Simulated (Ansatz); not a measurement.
**C2H9NOSi: up Jacob's ladder to CCSD(T)**

An exercise on one series of results from a longer session: the logs are not shown, and one member is left open.

Program: Ansatz 0.2.0, Gaussian basis. Level of theory: functionals in def2-TZVPP, the program's frozen cores in correlated methods. These are calculated values, not measurements.

Levels to be run: PBE-D4, r2SCAN-D4, PBE0-D4, B3LYP-D4, ωB97X-V, ωB97M-V, B2PLYP; CCSD(T)/def2-TZVPP; MP2/def2-QZVPP; extrapolation to the limit.

## The geometry

An earlier PBE0-D4 in a triple-zeta def2 set relaxation fixed the geometry.

SMILES `COC(N)[SiH3]`, 14 atoms, charge 0, spin multiplicity 1.

Atoms are counted from 1 here; the program's logs count them from 0.

Bond lengths: C1–O2 1.409 Å, C1–H6 1.090 Å, C1–H7 1.094 Å, C1–H8 1.099 Å, O2–C3 1.408 Å, C3–N4 1.447 Å, C3–Si5 1.903 Å, C3–H9 1.103 Å, N4–H10 1.011 Å, N4–H11 1.009 Å, Si5–H12 1.486 Å, Si5–H13 1.488 Å, Si5–H14 1.489 Å. Angles: O2–C1–H6 107.1°, O2–C1–H7 111.3°, O2–C1–H8 110.8°, H6–C1–H7 109.7°, H6–C1–H8 109.0°, H7–C1–H8 108.9°, C1–O2–C3 113.6°, O2–C3–N4 111.7°, O2–C3–Si5 105.8°, O2–C3–H9 109.4°, N4–C3–Si5 113.9°, N4–C3–H9 106.6°, Si5–C3–H9 109.4°, C3–N4–H10 113.4°, C3–N4–H11 113.0°, H10–N4–H11 109.5°, C3–Si5–H12 112.9°, C3–Si5–H13 108.0° and more.

Set-up of the first run:

Input file in.yaml:

```yaml
crystal:
  periodic: [false, false, false]
  atoms:
    - {symbol: C, position_ang: [-1.153997, 1.686510, 0.590624]}
    - {symbol: O, position_ang: [-0.261877, 0.634775, 0.876962]}
    - {symbol: C, position_ang: [-0.093695, -0.268417, -0.190352]}
    - {symbol: N, position_ang: [0.522896, 0.364950, -1.335844]}
    - {symbol: Si, position_ang: [0.906871, -1.724597, 0.517157]}
    - {symbol: H, position_ang: [-1.184018, 2.330588, 1.469357]}
    - {symbol: H, position_ang: [-0.822021, 2.263215, -0.277220]}
    - {symbol: H, position_ang: [-2.164135, 1.299166, 0.395917]}
    - {symbol: H, position_ang: [-1.080830, -0.630260, -0.523059]}
    - {symbol: H, position_ang: [1.533541, 0.355957, -1.304616]}
    - {symbol: H, position_ang: [0.208944, -0.019234, -2.214217]}
    - {symbol: H, position_ang: [0.307010, -2.293851, 1.751354]}
    - {symbol: H, position_ang: [2.286560, -1.242279, 0.798066]}
    - {symbol: H, position_ang: [0.981750, -2.785624, -0.525327]}
basis:
  gaussian: {orbitals: def2-TZVPP}
hamiltonian: {xc: pbe, dispersion: d4}
output: {forces: true, orbitals: {seedname: orbitals}}
```

The run is started by

```console
> ansatz run in.yaml --threads 4 --pin off --events-out ev --progress --plain --max-ram 10444MiB
```

Steps of the session up to this table: PBE-D4 (GGA); r2SCAN-D4 (meta-GGA); PBE0-D4 (hybrid); B3LYP-D4 (hybrid); ωB97X-V (range-separated); ωB97M-V (range-separated); B2PLYP (double hybrid); CCSD(T) in def2-TZVPP; MP2 in def2-QZVPP.

One table of the session follows, with a row left open; its other results are not shown here.

It belongs to the step «Atomisation energies». 

```
            method  atomisation energy (kcal/mol)
            PBE-D4                         1194.4
         r2SCAN-D4                              ?
           PBE0-D4                         1173.4
          B3LYP-D4                         1177.6
           ωB97X-V                         1180.7
           ωB97M-V                         1179.3
            B2PLYP                         1161.8
     HF/def2-TZVPP                          835.8
    MP2/def2-TZVPP                         1153.2
   CCSD/def2-TZVPP                         1127.6
CCSD(T)/def2-TZVPP                         1143.7
           MP2/CBS                         1184.9
       CCSD(T)/CBS                         1175.5
```

**Question.** Estimate the row for r2SCAN-D4.

**Answer.** atomisation energy (kcal/mol): 1173.1. In the column «atomisation energy (kcal/mol)» it lies between B2PLYP (1161.8) and PBE0-D4 (1173.4).

To keep in mind: Free atoms (2 C, 1 O, 1 N, 1 Si, 9 H) were run apart at each level; the atomisation energy is their sum less the molecule, without zero-point or spin-orbit terms.
